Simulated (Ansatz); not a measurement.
This script drives the Ansatz DFT code, driven from Python.

`cohesive_licd3.py`
```python
# -*- coding: utf-8 -*-
from collections import Counter
import warnings

import ansatz as az

BETA = 0.2
SCF_TOL = 1e-08
ECUT = 520
K_SPACING = 0.3
OCCUPATIONS = "gaussian"
SIGMA = 0.02

PHASES = {
    "LiCd3": (
        [[0.0, 3.39671096, 3.39671096], [3.39671096, 0.0, 3.39671096], [3.39671096, 3.39671096, 0.0]],
        [
            ("Li", [0.0, 0.0, 0.0]),
            ("Cd", [0.25, 0.25, 0.25]),
            ("Cd", [0.75, 0.75, 0.75]),
            ("Cd", [0.5, 0.5, 0.5]),
        ],
    ),
}


def build(vectors, sites):
    crystal = az.Crystal(lattice=az.Lattice.of(vectors))
    for symbol, position in sites:
        crystal = crystal.atom(symbol, position)
    return crystal


def counts(outcome):
    return Counter(site.symbol for site in outcome.lattice.sites)

UNPAIRED = {"Li": 1, "Cd": 0}  # unpaired electrons of the free atoms


def solve(name, crystal):
    calc = (
        crystal.calculation()
        .functional(az.Functional.LDA)
        .mixing("broyden", beta=BETA)
        .scf(tolerance=SCF_TOL, algorithm="direct_min", self_checks="high")
        .basis(ECUT)
        .kpoints(spacing=K_SPACING)
        .occupations(OCCUPATIONS, width=SIGMA)
    )
    if name.endswith(" atom"):
        calc = calc.kpoints(1, 1, 1).occupations("fermi_dirac", width=0.01)
        if UNPAIRED[name.split()[0]]:
            calc = calc.spin("collinear")
        return calc.run(threads=1)
    calc = calc.relax(force_tolerance=0.01, cell=True)
    return calc.run(threads=1)


def main():
    warnings.simplefilter("ignore", az.DeckWarning)

    phases = {name: build(*cell) for name, cell in PHASES.items()}
    for element, moment in UNPAIRED.items():
        phases[f"{element} atom"] = az.Lattice.orthorhombic(9.0, 9.5, 10.0).atom(element, (0.5, 0.5, 0.5), moment=moment or None)

    done = {name: solve(name, crystal) for name, crystal in phases.items()}

    for element in UNPAIRED:
        atom = done[f"{element} atom"].report
        print(f"{element} atom: {atom['energy_sigma0_ev']:.4f} eV, moment {atom['magnetization_mub']:.2f} muB")
    solid = done["LiCd3"]
    n = counts(solid)
    binding = (sum(k * done[f"{e} atom"].report["energy_sigma0_ev"] for e, k in n.items()) - solid.report["energy_sigma0_ev"]) / sum(n.values())
    print(f"cohesive energy {binding:.3f} eV/atom = {96.4853 * binding:.0f} kJ/mol of atoms (no zero-point energy)")


if __name__ == "__main__":
    main()
```

It is started by `python cohesive_licd3.py`. How long does it take on 1 thread of Intel(R) Xeon(R) Platinum 8375C CPU @ 2.90GHz (Ice Lake), on a shared host, and how much memory does it need?

It took about 44 s, with a peak of 0.68 GiB, for 3 runs of the engine.

```console
$ python cohesive_licd3.py
Li atom: -199.8760 eV, moment 1.00 muB
Cd atom: -8116.3698 eV, moment 0.00 muB
cohesive energy 1.787 eV/atom = 172 kJ/mol of atoms (no zero-point energy)
```

These settings explore the input space; cutoff and mesh may be short of convergence. The magnetic order follows from the starting moments and needn't be the lowest. For the metals among these phases the mesh is modest: differences between phases can be off by up to 40 meV an atom. The program warned that this SCF threshold is loose for forces or stresses. The cells come from databases of deposited and of computed structures, and not all need be stable phases. Free atoms in a box carry small image and symmetry errors, and spin-orbit coupling is left out. The script silences the warnings on its input, which a real study should read.
